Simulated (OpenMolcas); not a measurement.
# BrF (bromine fluoride) at FNO-MP2/3-21G (RICD fitting, virtual fraction 0.3)

What is the energy change on altering one bond length of BrF (bromine fluoride) at FNO-MP2/3-21G (RICD fitting, virtual fraction 0.3)? 

The calculation is run with OpenMolcas 26.06.

### 1 The molecule

BrF: 2 atoms, total charge 0, spin state singlet. SMILES: `FBr`. Geometry: relaxed at GFN2-xTB.

Bond lengths: F1–Br2 1.800 Å.

### 2 A single-point energy at FNO-MP2/3-21G (RICD fitting, virtual fraction 0.3)

job.inp

```
* BrF FNO-MP2
>>> EXPORT MOLCAS_PRINT=2

&GATEWAY
 BasLib
 $CurrDir
 Coord
 2
 bohr
 F      0.00000000     0.00000000     0.00000000
 Br     0.00000000     0.00000000     3.40139364
 Basis
 3-21G
 Group
 NoSym
 RICD

&SEWARD

&SCF
 PrOrbitals
 0

&MBPT2
 FNOMP2
 0.3
 DoMP2
 Frozen
 10
```

The basis set 3-21G is read from a file made from the Basis Set Exchange's data (not shown).

Started as:

```sh
$ export MOLCAS_MEM=1860
$ pymolcas job.inp > job.log
```

Standard output:

```text
--- Start Module: gateway ---
[...]
--- Stop Module: gateway /rc=_RC_ALL_IS_WELL_ ---
[...]
      Basis functions           31
[...]
--- Start Module: scf ---
[...]
       Convergence after   9 Iterations
[...]
::    Total SCF energy                              -2658.8774599159
[...]
      Total spin, S                                     0.0000000000
[...]
      Total electronic charge=   44.000000
      Total            charge=   -0.000000
[...]
      Dipole Moment (debye):
      Origin of the operator (angstrom)=    0.0000    0.0000    1.4507
                   X=  2.2410E-15               Y=  3.8230E-16               Z=  1.9448E+00           Total=  1.9448E+00
      Quadrupole Moment (debye*angstrom):
[...]
--- Stop Module: scf /rc=_RC_ALL_IS_WELL_ ---
--- Start Module: mbpt2 ---
[...]
WARNING!
Default frozen orbitals as non valence orbitals is overwritten by user input.
Default values:  15
[...]
       Reference weight ( Cref**2 )         =        0.97782
::    Total MBPT2 energy                            -2658.9465402216
[...]
--- Stop Module: mbpt2 /rc=_RC_ALL_IS_WELL_ ---
[...]
```

Wall time 2.3 s (1 thread of Intel Xeon Platinum 8259CL at 2.50GHz (Skylake/Cascade Lake), shared host); peak memory 0.091 GiB.

### 3 The distorted shape, same level

job.inp

```
&GATEWAY
  BasLib=$CurrDir
  Coord
  2
  bohr
  F      0.00000000     0.00000000    -3.40143144
  Br     0.00000000     0.00000000     3.40139364
  Basis=3-21G
  Group=NoSym
  RICD

&SEWARD

&SCF
  PrOrbitals=0

&MBPT2
  FNOMP2=0.3
  DoMP2
  Frozen=10
```

The basis set 3-21G is read from a file made from the Basis Set Exchange's data (not shown).

Started as:

```sh
$ export MOLCAS_MEM=1860
$ pymolcas job.inp > job.log
```

Standard output:

```text
--- Start Module: gateway ---
[...]
--- Stop Module: gateway /rc=_RC_ALL_IS_WELL_ ---
[...]
      Basis functions           31
[...]
--- Start Module: scf ---
[...]
       Convergence after  20 Iterations
[...]
::    Total SCF energy                              -2658.6063597763
[...]
      Total spin, S                                     0.0000000000
[...]
      Total electronic charge=   44.000000
      Total            charge=   -0.000000
[...]
      Dipole Moment (debye):
      Origin of the operator (angstrom)=    0.0000    0.0000    1.1015
                   X= -4.3104E-13               Y=  3.4589E-13               Z=  2.7304E+00           Total=  2.7304E+00
      Quadrupole Moment (debye*angstrom):
[...]
--- Stop Module: scf /rc=_RC_ALL_IS_WELL_ ---
--- Start Module: mbpt2 ---
[...]
WARNING!
Default frozen orbitals as non valence orbitals is overwritten by user input.
Default values:  15
[...]
       Reference weight ( Cref**2 )         =        0.53597
::    Total MBPT2 energy                            -2658.9043789339
[...]
--- Stop Module: mbpt2 /rc=_RC_ALL_IS_WELL_ ---
[...]
```

Wall time 2.5 s (1 thread of Intel Xeon Platinum 8259CL at 2.50GHz (Skylake/Cascade Lake), shared host); peak memory 0.091 GiB.

### 4 Summary of results

Level: FNO-MP2/3-21G (RICD fitting, virtual fraction 0.3), 10 core orbitals frozen.

```
                                                          quantity           value
                                         first shape: total energy  -2658.94654 Eh
                   first shape: dipole moment (mean-field density)          1.94 D
                  first shape: HOMO energy (Hartree–Fock orbitals)       -11.94 eV
                  first shape: LUMO energy (Hartree–Fock orbitals)         1.76 eV
                first shape: HOMO–LUMO gap (Hartree–Fock orbitals)        13.70 eV
         first shape: correlation energy (10 core orbitals frozen)       -69.1 mEh
                                     distorted shape: total energy  -2658.90438 Eh
               distorted shape: dipole moment (mean-field density)          2.73 D
              distorted shape: HOMO energy (Hartree–Fock orbitals)        -9.52 eV
              distorted shape: LUMO energy (Hartree–Fock orbitals)        -5.69 eV
            distorted shape: HOMO–LUMO gap (Hartree–Fock orbitals)         3.83 eV
     distorted shape: correlation energy (10 core orbitals frozen)      -298.0 mEh
energy change with the F1–Br2 bond stretched from 1.800 to 3.600 Å        1.147 eV
```

**Reading.** One bond (distorted shape) is far stretched, which a spin-restricted single reference describes badly; perturbation theory on it can break down and give far too much correlation. With the F1–Br2 bond stretched from 1.800 to 3.600 Å the energy rises by 1.15 eV (26 kcal/mol). The first shape isn't relaxed at this level, so the change isn't measured from a minimum. A restricted reference can't describe the breaking bond well at this length.
